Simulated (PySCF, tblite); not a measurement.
# C5H8AlF: geometry, infrared bands and NMR shifts

Wanted: the infrared bands and NMR shifts of C5H8AlF (`C=[C]([AlH][F])C1CC1`), by calculation.

Computed with tblite 0.8.0 and PySCF 2.14.0, with density-fitted response routines of our own, on a single molecule in the gas phase. Atoms count from 0, in the outputs and in this text.

### Step 1. The molecule as given

15 atoms, charge 0, multiplicity 1; geometry from: force field or distance geometry start.

Bonds of the start (Å): C0–C1 1.34, C1–Al2 1.98, Al2–F3 1.79, C1–C4 1.50, C4–C5 1.54, C5–C6 1.50, C6–C4 1.46, C0–H7 1.08, C0–H8 1.10, Al2–H9 1.60, C4–H10 1.10, C5–H11 1.09, C5–H12 1.11, C6–H13 1.13, C6–H14 1.09.

### Step 2. Relaxing the molecule with GFN2-xTB

Job settings and geometry (Å):

```
{"job": {"kind": "relax", "xc": "GFN2-xTB", "basis": "xTB"}, "charge": 0, "multiplicity": 1}
C      0.765500     1.421700    -0.907200
C      0.693000     0.432500    -0.004200
Al     2.278200    -0.639800     0.499700
F      3.568700     0.126600     1.482200
C     -0.634300     0.173000     0.633500
C     -1.667300    -0.046400    -0.490000
C     -1.364300    -1.093300     0.539300
H      1.687200     1.684900    -1.404400
H     -0.145900     1.994500    -1.151300
H      2.606900    -2.002300    -0.262700
H     -0.889400     0.842900     1.463500
H     -2.522000     0.627200    -0.411300
H     -1.267600    -0.289200    -1.493100
H     -2.186800    -1.200400     1.302800
H     -0.926400    -2.023900     0.181300
```

Command:

```bash
> OMP_NUM_THREADS=1 python probes_run.py task.json out
```

The driver reads the jobs from task.json and runs them one after another.

**Question.** This job is followed by: GFN2-xTB harmonic vibrations, gas phase; GIAO PBE0/pcSseg-1 NMR shielding, non-relativistic, gas phase. What will the session give for the following? strongest single infrared mode (GFN2-xTB); zero-point energy (GFN2-xTB); 13C shifts against TMS (PBE0/pcSseg-1, means over atoms taken as alike); 1H shifts against TMS (PBE0/pcSseg-1, means over atoms taken as alike); 27Al shifts against AlH4- (PBE0/pcSseg-1); 19F shifts against CFCl3 (PBE0/pcSseg-1).

As calculated:

| quantity | value |
| --- | --- |
| strongest single infrared mode (GFN2-xTB) | 1844 cm⁻¹, 361 km/mol |
| zero-point energy (GFN2-xTB) | 69.4 kcal/mol |
| 13C shifts against TMS (PBE0/pcSseg-1, means over atoms taken as alike) | 169.5, 135.4, 24.4, 13.0 ppm |
| 1H shifts against TMS (PBE0/pcSseg-1, means over atoms taken as alike) | 6.33, 5.95, 4.53, 1.47, 1.19, 0.35 ppm |
| 27Al shifts against AlH4- (PBE0/pcSseg-1) | 101.9 ppm |
| 19F shifts against CFCl3 (PBE0/pcSseg-1) | -151.1 ppm |

What this shows: Over 170 steps the energy fell by 1.111 eV; of the close pairs, Al2–F3 changed most, 1.794 to 1.649 Å. No mode is imaginary among the 39: a minimum at this level. The strongest single mode, at 1844 cm⁻¹, moves mainly H9. GFN2-xTB is a fitted tight-binding method: band positions and strengths are rough. Its intensities can rank the bands wrongly.
